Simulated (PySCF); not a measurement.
# A diatomic session: BTe, part 2 of 2

PySCF 2.14.0; B aug-cc-pVDZ, Te aug-cc-pVDZ-PP with ECP28; scalar-relativistic core potentials.

## 8. MN15 (hybrid meta-GGA)

Output of the SCF at 1.965 Å:

```text
[... 17 set-up lines left out, the same as in an earlier log ...]
XC functionals = MN15
    H. S. Yu, X. He, S. L. Li, and D. G. Truhlar.,  Chem. Sci. 7, 5032-5051 (2016)
    H. S. Yu, X. He, S. L. Li, and D. G. Truhlar.,  Chem. Sci. 7, 5032-5051 (2016)
[... 2 set-up lines left out, the same as in an earlier log ...]
init E= -292.104702312852
cycle= 1 E= -292.113080378292  delta_E= -0.00838  |g|= 0.0505  |ddm|= 0.673
cycle= 2 E= -292.113331557281  delta_E= -0.000251  |g|= 0.0342  |ddm|= 0.22
cycle= 3 E= -292.113646443405  delta_E= -0.000315  |g|= 0.0184  |ddm|= 0.112
cycle= 4 E= -292.113936484307  delta_E= -0.00029  |g|= 0.00184  |ddm|= 0.0382
cycle= 5 E= -292.113945838104  delta_E= -9.35e-06  |g|= 0.00102  |ddm|= 0.00863
cycle= 6 E= -292.113955497171  delta_E= -9.66e-06  |g|= 0.00052  |ddm|= 0.012
cycle= 7 E= -292.113958495781  delta_E= -3e-06  |g|= 0.000113  |ddm|= 0.00996
cycle= 8 E= -292.113958575758  delta_E= -8e-08  |g|= 1.46e-05  |ddm|= 0.00164
cycle= 9 E= -292.113958576588  delta_E= -8.3e-10  |g|= 3.05e-06  |ddm|= 0.000166
Extra cycle  E= -292.113958576595  delta_E= -6.76e-12  |g|= 3.76e-06  |ddm|= 1.78e-05
converged SCF energy = -292.113958576595  <S^2> = 0.79915427  2S+1 = 2.0485646
```

Re = 1.957 Å, ωe = 826 cm⁻¹, ωexe = 4.58 cm⁻¹, αe = 0.00289 cm⁻¹, Be = 0.4338 cm⁻¹, De = 3.85 eV, μ = -0.01 D. 8.6 s of CPU time for 12 points, integrals apart.

## 9. BHandHLYP

The SCF at the reference distance, 1.965 Å, printed:

```text
[... 13 set-up lines left out, the same as in an earlier log ...]
max_memory 909 MB (current use 374 MB)
[... 3 set-up lines left out, the same as in an earlier log ...]
XC functionals = BHANDHLYP
    A. D. Becke.,  J. Chem. Phys. 98, 1372 (1993)
    Defined through Gaussian implementation.
[... 2 set-up lines left out, the same as in an earlier log ...]
init E= -292.703645796767
cycle= 1 E= -292.704437040745  delta_E= -0.000791  |g|= 0.0179  |ddm|= 0.175
cycle= 2 E= -292.70408281265  delta_E= 0.000354  |g|= 0.027  |ddm|= 0.102
cycle= 3 E= -292.704704618704  delta_E= -0.000622  |g|= 0.00316  |ddm|= 0.0608
cycle= 4 E= -292.704721602398  delta_E= -1.7e-05  |g|= 0.000819  |ddm|= 0.0144
cycle= 5 E= -292.70472654138  delta_E= -4.94e-06  |g|= 0.000548  |ddm|= 0.00711
cycle= 6 E= -292.70473010997  delta_E= -3.57e-06  |g|= 0.000249  |ddm|= 0.00857
cycle= 7 E= -292.704730745132  delta_E= -6.35e-07  |g|= 9.54e-05  |ddm|= 0.00411
cycle= 8 E= -292.704730804973  delta_E= -5.98e-08  |g|= 1.8e-05  |ddm|= 0.00148
cycle= 9 E= -292.704730806093  delta_E= -1.12e-09  |g|= 3.36e-06  |ddm|= 0.000191
cycle= 10 E= -292.704730806127  delta_E= -3.34e-11  |g|= 8.47e-07  |ddm|= 2.95e-05
Extra cycle  E= -292.704730806128  delta_E= -1.42e-12  |g|= 4.43e-07  |ddm|= 3.95e-06
converged SCF energy = -292.704730806128  <S^2> = 0.76891012  2S+1 = 2.0188216
```

Re = 1.956 Å, ωe = 828 cm⁻¹, ωexe = 4.63 cm⁻¹, αe = 0.00291 cm⁻¹, Be = 0.4340 cm⁻¹, De = 3.41 eV, μ = -0.15 D. 4.6 s of CPU time for 12 points, integrals apart.

## 10. B97-3

Output of the SCF at 1.965 Å:

```text
[... 17 set-up lines left out, the same as in an earlier log ...]
XC functionals = HYB_GGA_XC_B97_3
    T. W. Keal and D. J. Tozer.,  J. Chem. Phys. 123, 121103 (2005)
[... 2 set-up lines left out, the same as in an earlier log ...]
init E= -292.824964252764
cycle= 1 E= -292.825233641425  delta_E= -0.000269  |g|= 0.0104  |ddm|= 0.241
cycle= 2 E= -292.824745517666  delta_E= 0.000488  |g|= 0.0263  |ddm|= 0.0785
cycle= 3 E= -292.825347559299  delta_E= -0.000602  |g|= 0.00122  |ddm|= 0.0507
cycle= 4 E= -292.82534972593  delta_E= -2.17e-06  |g|= 0.000469  |ddm|= 0.00429
cycle= 5 E= -292.825350321879  delta_E= -5.96e-07  |g|= 0.00024  |ddm|= 0.00251
cycle= 6 E= -292.825350793874  delta_E= -4.72e-07  |g|= 0.000117  |ddm|= 0.00305
cycle= 7 E= -292.82535093617  delta_E= -1.42e-07  |g|= 2.26e-05  |ddm|= 0.00235
cycle= 8 E= -292.825350938233  delta_E= -2.06e-09  |g|= 3.88e-06  |ddm|= 0.000267
cycle= 9 E= -292.825350938275  delta_E= -4.17e-11  |g|= 8.27e-07  |ddm|= 4.57e-05
Extra cycle  E= -292.825350938274  delta_E= 8.53e-13  |g|= 1.38e-06  |ddm|= 6.88e-06
converged SCF energy = -292.825350938274  <S^2> = 0.77263091  2S+1 = 2.0225043
```

Re = 1.965 Å, ωe = 816 cm⁻¹, ωexe = 4.33 cm⁻¹, αe = 0.00284 cm⁻¹, Be = 0.4304 cm⁻¹, De = 3.82 eV, μ = 0.15 D.

## 11. LC-ωPBE (range-separated hybrid)

Log of the SCF at 1.965 Å:

```text
[... 17 set-up lines left out, the same as in an earlier log ...]
XC functionals = LC_WPBE
    O. A. Vydrov and G. E. Scuseria.,  J. Chem. Phys. 125, 234109 (2006)
[... 2 set-up lines left out, the same as in an earlier log ...]
init E= -292.766871739692
cycle= 1 E= -292.76873393422  delta_E= -0.00186  |g|= 0.0131  |ddm|= 0.145
cycle= 2 E= -292.76889111136  delta_E= -0.000157  |g|= 0.00925  |ddm|= 0.0525
cycle= 3 E= -292.768967852541  delta_E= -7.67e-05  |g|= 0.00392  |ddm|= 0.0278
cycle= 4 E= -292.768994149813  delta_E= -2.63e-05  |g|= 0.00143  |ddm|= 0.0135
cycle= 5 E= -292.769004203261  delta_E= -1.01e-05  |g|= 0.00116  |ddm|= 0.00719
cycle= 6 E= -292.769019132309  delta_E= -1.49e-05  |g|= 0.00082  |ddm|= 0.0133
cycle= 7 E= -292.769030470327  delta_E= -1.13e-05  |g|= 0.000363  |ddm|= 0.0182
cycle= 8 E= -292.769032290563  delta_E= -1.82e-06  |g|= 8.81e-05  |ddm|= 0.00945
cycle= 9 E= -292.769032356134  delta_E= -6.56e-08  |g|= 1.58e-05  |ddm|= 0.00138
cycle= 10 E= -292.769032356974  delta_E= -8.4e-10  |g|= 3.83e-06  |ddm|= 0.000159
Extra cycle  E= -292.769032357005  delta_E= -3.02e-11  |g|= 2.35e-06  |ddm|= 1.89e-05
converged SCF energy = -292.769032357005  <S^2> = 0.80369368  2S+1 = 2.0529917
```

Re = 1.934 Å, ωe = 874 cm⁻¹, ωexe = 4.34 cm⁻¹, αe = 0.00268 cm⁻¹, Be = 0.4441 cm⁻¹, De = 3.58 eV, μ = -0.01 D. 7.7 s of CPU time for 12 points, integrals apart.

## 12. ROHF (mean field)

The SCF at the reference distance, 1.965 Å, printed:

```text
******** <class 'pyscf.scf.hf_symm.SymAdaptedROHF'> ********
method = SymAdaptedROHF
[... 12 set-up lines left out, the same as in an earlier log ...]
num. doubly occ = 14  num. singly occ = 1
Overwritten attributes  get_k get_occ get_j get_jk get_hcore  of <class 'pyscf.scf.hf_symm.SymAdaptedROHF'>
<class 'pyscf.scf.hf_symm.SymAdaptedROHF'> does not have attributes  refdm
[... 1 set-up line left out, the same as in an earlier log ...]
init E= -291.594672047344
cycle= 1 E= -291.60051555605  delta_E= -0.00584  |g|= 0.0529  |ddm|= 0.545
cycle= 2 E= -291.601694323494  delta_E= -0.00118  |g|= 0.0323  |ddm|= 0.19
cycle= 3 E= -291.602257252251  delta_E= -0.000563  |g|= 0.0131  |ddm|= 0.0655
cycle= 4 E= -291.602381446091  delta_E= -0.000124  |g|= 0.00225  |ddm|= 0.0478
cycle= 5 E= -291.602387819908  delta_E= -6.37e-06  |g|= 0.000716  |ddm|= 0.0188
cycle= 6 E= -291.6023885591  delta_E= -7.39e-07  |g|= 0.000282  |ddm|= 0.0122
cycle= 7 E= -291.602388705112  delta_E= -1.46e-07  |g|= 8.35e-05  |ddm|= 0.00563
cycle= 8 E= -291.60238871811  delta_E= -1.3e-08  |g|= 1.81e-05  |ddm|= 0.00183
cycle= 9 E= -291.60238871873  delta_E= -6.21e-10  |g|= 4.21e-06  |ddm|= 0.000351
Extra cycle  E= -291.602388718754  delta_E= -2.39e-11  |g|= 1.91e-06  |ddm|= 0.000131
converged SCF energy = -291.602388718754
```

Re = 1.955 Å, ωe = 851 cm⁻¹, ωexe = 4.72 cm⁻¹, αe = 0.00279 cm⁻¹, Be = 0.4345 cm⁻¹, De = 2.20 eV, μ = -0.83 D. 1.1 s of CPU time for 12 points, integrals apart.

## 13. Correlated methods on the Hartree–Fock reference

Reference: ROHF; core orbitals frozen: 5; virtual orbitals above 20 hartree dropped in coupled cluster: 1. MP2 keeps all virtuals, so it differs from the MP2 energy in the coupled-cluster log.

Output of the coupled-cluster run at 1.965 Å:

```text
******** <class 'pyscf.cc.uccsd.UCCSD'> ********
CC2 = 0
CCSD nocc = (np.int64(10), np.int64(9)), nmo = (49, 49)
frozen orbitals [[0, 1, 2, 3, 4, 54], [0, 1, 2, 3, 4, 54]]
max_cycle = 80
direct = 0
conv_tol = 1e-07
conv_tol_normt = 1e-05
diis_space = 8
diis_start_cycle = 0
diis_start_energy_diff = 1e+09
max_memory 909 MB (current use 396 MB)
Init t2, MP2 energy = -0.185718680046794
Init E_corr(UCCSD) = -0.187207319910446
cycle = 1  E_corr(UCCSD) = -0.188955571186092  dE = -0.00174825128  norm(t1,t2) = 0.125852
cycle = 2  E_corr(UCCSD) = -0.19950480237022  dE = -0.0105492312  norm(t1,t2) = 0.0464487
cycle = 3  E_corr(UCCSD) = -0.199288070951307  dE = 0.000216731419  norm(t1,t2) = 0.0360711
cycle = 4  E_corr(UCCSD) = -0.20265009948277  dE = -0.00336202853  norm(t1,t2) = 0.0192673
cycle = 5  E_corr(UCCSD) = -0.202617343879687  dE = 3.27556031e-05  norm(t1,t2) = 0.00398639
cycle = 6  E_corr(UCCSD) = -0.202572611331355  dE = 4.47325483e-05  norm(t1,t2) = 0.0017899
cycle = 7  E_corr(UCCSD) = -0.202639487284505  dE = -6.68759531e-05  norm(t1,t2) = 0.000994281
cycle = 8  E_corr(UCCSD) = -0.2026435332606  dE = -4.04597609e-06  norm(t1,t2) = 0.000444187
cycle = 9  E_corr(UCCSD) = -0.20263366299205  dE = 9.87026855e-06  norm(t1,t2) = 0.000249826
cycle = 10  E_corr(UCCSD) = -0.202637792106086  dE = -4.12911404e-06  norm(t1,t2) = 0.000131616
cycle = 11  E_corr(UCCSD) = -0.202637743078392  dE = 4.90276933e-08  norm(t1,t2) = 6.56891e-05
cycle = 12  E_corr(UCCSD) = -0.202637051005562  dE = 6.9207283e-07  norm(t1,t2) = 2.64221e-05
cycle = 13  E_corr(UCCSD) = -0.202637537967847  dE = -4.86962284e-07  norm(t1,t2) = 1.45321e-05
cycle = 14  E_corr(UCCSD) = -0.202637605897156  dE = -6.79293091e-08  norm(t1,t2) = 8.29085e-06
UCCSD converged
E(UCCSD) = -291.8050263246513  E_corr = -0.2026376058971556
UCCSD(T) correction = -0.0131494218449992
```

Correlation energy (eV) along the bond:

```tsv
R (Å)	MP2	SCS-MP2	CCSD	CCSD(T)	T1
1.690	-4.983	-4.705	n/a	n/a	n/a
1.768	-5.018	-4.741	-5.418	-5.722	0.025
1.847	-5.052	-4.777	-5.456	-5.781	0.027
1.906	-5.075	-4.802	-5.485	-5.827	0.029
1.965	-5.095	-4.825	-5.514	-5.872	0.031
2.024	-5.109	-4.844	-5.542	-5.916	0.034
2.103	-5.116	-4.860	-5.578	-5.971	0.037
2.201	-5.098	-4.858	-5.616	-6.028	0.041
2.319	-5.027	-4.815	-5.647	-6.071	0.047
2.476	-4.857	-4.697	n/a	n/a	n/a
```

ROHF-MP2: Re = 1.966 Å, ωe = 853 cm⁻¹, ωexe = 2.95 cm⁻¹, αe = 0.00227 cm⁻¹, Be = 0.4296 cm⁻¹, De = 3.80 eV.

ROHF-SCS-MP2: Re = 1.969 Å, ωe = 843 cm⁻¹, ωexe = 3.29 cm⁻¹, αe = 0.00239 cm⁻¹, Be = 0.4285 cm⁻¹, De = 3.50 eV.

ROHF-CCSD: Re = 1.974 Å, ωe = 817 cm⁻¹, ωexe = 4.53 cm⁻¹, αe = 0.00283 cm⁻¹, Be = 0.4262 cm⁻¹, De = 3.26 eV.

ROHF-CCSD(T): Re = 1.985 Å, ωe = 798 cm⁻¹, ωexe = 4.14 cm⁻¹, αe = 0.00278 cm⁻¹, Be = 0.4215 cm⁻¹, De = 3.54 eV.

## 14. All curves

Energy (eV) from each level's lowest point:

```tsv
R (Å)	ROHF	ROHF-MP2	ROHF-SCS-MP2	ROHF-CCSD	ROHF-CCSD(T)	PBE	r²SCAN	PBE0	B97-3	MN15	BHandHLYP	LC-ωPBE
1.690	1.450	1.562	1.570	n/a	n/a	1.524	1.470	1.423	1.457	1.394	1.399	1.233
1.768	0.632	0.709	0.716	0.729	0.782	0.704	0.659	0.628	0.653	0.610	0.610	0.493
1.847	0.186	0.229	0.235	0.244	0.277	0.238	0.209	0.191	0.207	0.181	0.181	0.112
1.906	0.034	0.054	0.057	0.063	0.079	0.063	0.047	0.039	0.047	0.034	0.034	0.000
1.965	0.000	0.000	0.000	0.000	0.000	0.000	0.000	0.000	0.000	0.000	0.000	0.001
2.024	0.056	0.042	0.037	0.028	0.012	0.024	0.041	0.048	0.040	0.051	0.052	0.089
2.103	0.231	0.210	0.196	0.167	0.132	0.155	0.196	0.211	0.191	0.214	0.216	0.301
2.201	0.550	0.546	0.517	0.447	0.393	0.424	0.496	0.518	0.482	0.515	0.518	0.661
2.319	0.994	1.062	1.004	0.861	0.795	0.831	0.938	0.962	0.906	0.942	0.946	1.152
2.476	1.572	1.809	1.700	n/a	n/a	1.414	1.560	1.581	1.500	1.515	1.532	1.804
```

The whole job (state search and all levels along the bond) took 2 min on 1 thread of Intel Xeon 6975P-C (shared host), peak memory 0.74 GiB.

## 15. Constants by level of theory

What follows sums up all 2 parts.

Lowest PBE0 solution found, without spin–orbit coupling: ²Σ⁺ (doublet), unpaired electrons σ ↑. State 2 has its PBE0 minimum 1.17 eV higher. State 3 has its PBE0 minimum 2.43 eV higher. The other levels ran on the lowest alone.

```tsv
level	Re (Å)	ωe (cm⁻¹)	De (eV)	μ (D)
ROHF	1.955	851	2.20	-0.83
ROHF-MP2	1.966	853	3.80	n/a
ROHF-SCS-MP2	1.969	843	3.50	n/a
ROHF-CCSD	1.974	817	3.26	n/a
ROHF-CCSD(T)	1.985	798	3.54	n/a
PBE	1.976	796	4.32	0.34
r²SCAN	1.964	823	4.17	0.10
PBE0	1.959	829	4.00	0.12
B97-3	1.965	816	3.82	0.15
MN15	1.957	826	3.85	-0.01
BHandHLYP	1.956	828	3.41	-0.15
LC-ωPBE	1.934	874	3.58	-0.01
```

De is counted to B + Te in their ground configurations. A positive dipole means B(−)Te(+).

Differences from CCSD(T) in the same basis:

```tsv
level	Re (mÅ)	ωe (%)
ROHF	-30	+6.6
ROHF-MP2	-19	+6.9
ROHF-SCS-MP2	-16	+5.6
ROHF-CCSD	-11	+2.3
PBE	-9	-0.3
r²SCAN	-21	+3.1
PBE0	-26	+3.8
B97-3	-21	+2.3
MN15	-29	+3.5
BHandHLYP	-29	+3.7
LC-ωPBE	-51	+9.5
```

Time per point (s) on 1 thread of Intel Xeon 6975P-C, shared host (CPU time, shared integrals of 0.13 s apart; correlated levels include their reference; CCSD comes with the CCSD(T) run); the times are rough: ROHF 0.094, ROHF-MP2 0.16, ROHF-SCS-MP2 0.16, PBE 0.71, r²SCAN 0.54, PBE0 1, B97-3 0.39, MN15 0.72, BHandHLYP 0.38, LC-ωPBE 0.64; the reference 6.1.

The cheapest levels within 10 mÅ and 2.5 % of CCSD(T): PBE (0.71 s). The dearest run takes 6.1 s.

What this shows: Judged by CCSD(T) in the same basis: best bond length PBE (-9 mÅ), worst LC-ωPBE (-51 mÅ); best wavenumber PBE (-0.3 %), worst LC-ωPBE (+9.5 %). Hartree–Fock falls on the short and stiff side, its usual fault. CCSD(T) in a basis this small is itself some way from its limit, more so than the functionals. Among the levels with a De in the table, it runs from 2.20 eV (ROHF) to 4.32 eV (PBE).

Correlated steps freeze 5 core orbitals. These are scalar-relativistic numbers at best; spin–orbit coupling would shift them, the dissociation energy most. With spin–orbit coupling the term label itself may not hold.
